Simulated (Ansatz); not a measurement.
Working through a test of the smearing width of HfB2, space group P6/mmm

With the Python package of Ansatz (0.2.0).

Interactive session:
```pycon
>>> import csv
>>> import ansatz as az
>>> structure = (
...     az.Lattice.of((3.14, 0.0, 0.0), (-1.57, 2.71931977, 0.0), (0.0, 0.0, 3.48))
...     .atom('Hf', (0.0, 0.0, 0.0))
...     .atom('B', (1 / 3, 2 / 3, 0.5))
...     .atom('B', (2 / 3, 1 / 3, 0.5))
... )
>>> structure.resolved().sites[-1]
Site(symbol='B', position=(0.6666666666666666, 0.3333333333333333, 0.5), moment=None, axis=None, held=None, saved=None)
>>> setup = (
...     structure.calculation()
...     .functional(az.Functional.PBESOL)
...     .kpoints(10, 10, 8, center='gamma')  # the mesh must be finer for metals
...     .scf(tolerance=1e-09)
...     .stress()
... )
>>> rows = []
>>> for value in [0.25, 0.15, 0.1, 0.05, 0.025]:
...     data = setup.occupations('gaussian', width=value).run(threads=1, backend='cpu').report
...     rows.append((value, data['free_energy_ev'] / len(data['lattice']['sites']), data['n_iterations'], sum(data['stress_gpa'][i][i] for i in range(3)) / 3, data['n_kpoints']))
...
DeckWarning: basis.ecutwfc = 420 eV, auto-derived from the records' recommended cutoffs: set by Hf (normal level)
DeckWarning: output.stress: scf.convergence.dr2_threshold = 1e-9 eV is looser than the 3e-10 eV advised for a printed stress (1e-10 eV for each atom of the cell: 3). What an SCF threshold leaves in a [...]
>>> with open('smear.csv', 'w', newline='') as handle:
...     writer = csv.writer(handle)
...     writer.writerow(['width (eV)', 'F/atom (eV)', 'iterations', 'P (GPa)', 'k-points'])
...     writer.writerows([round(v, 5) if isinstance(v, float) else v for v in row] for row in rows)
...
52
>>> # differences from the last row
>>> for row in rows[:-1]:
...     shift = 1000 * (row[1] - rows[-1][1])
...     print(f'{row[0]}: {shift:+.2f} meV/atom' + ('  (within 5 meV)' if abs(shift) < 5 else ''))
...
0.25: -1.73 meV/atom  (within 5 meV)
0.15: -0.74 meV/atom  (within 5 meV)
0.1: -0.42 meV/atom  (within 5 meV)
0.05: -0.13 meV/atom  (within 5 meV)
```

File `smear.csv` afterwards:
```csv
width (eV),F/atom (eV),iterations,P (GPa),k-points
0.25,-5302.19991,7,-4.3086,70
0.15,-5302.19891,7,-4.32208,70
0.1,-5302.19859,7,-4.3248,70
0.05,-5302.19831,7,-4.32691,70
0.025,-5302.19818,7,-4.32822,70
```

Going from 0.025 to 0.25 eV changes F by -1.7 meV an atom. With this scheme F falls roughly as the square of the width; the report's estimate for zero width (energy_sigma0_ev) moves by only -0.2 meV. The pressure moves from -4.33 to -4.31 GPa.

What to keep in mind:
- For a metal this k-point mesh is coarse: on a finer one energies can move by several to tens of meV an atom and pressures by half a GPa or more, differences at one mesh by less.
- The narrowest width needs the finest mesh, so the last row is no converged reference.
- Pressure is positive in compression.
- Spin-orbit coupling, which matters for elements this heavy, is left out.
- The starting cell is as deposited in a crystallographic database; the results hold for this polymorph, which needn't be the stable one.
- Warnings are shown shortened and without file and line.
- Hardware and time: 13 s on 1 thread of Arm Neoverse V1, with other jobs on the host, peak memory 0.38 GiB.
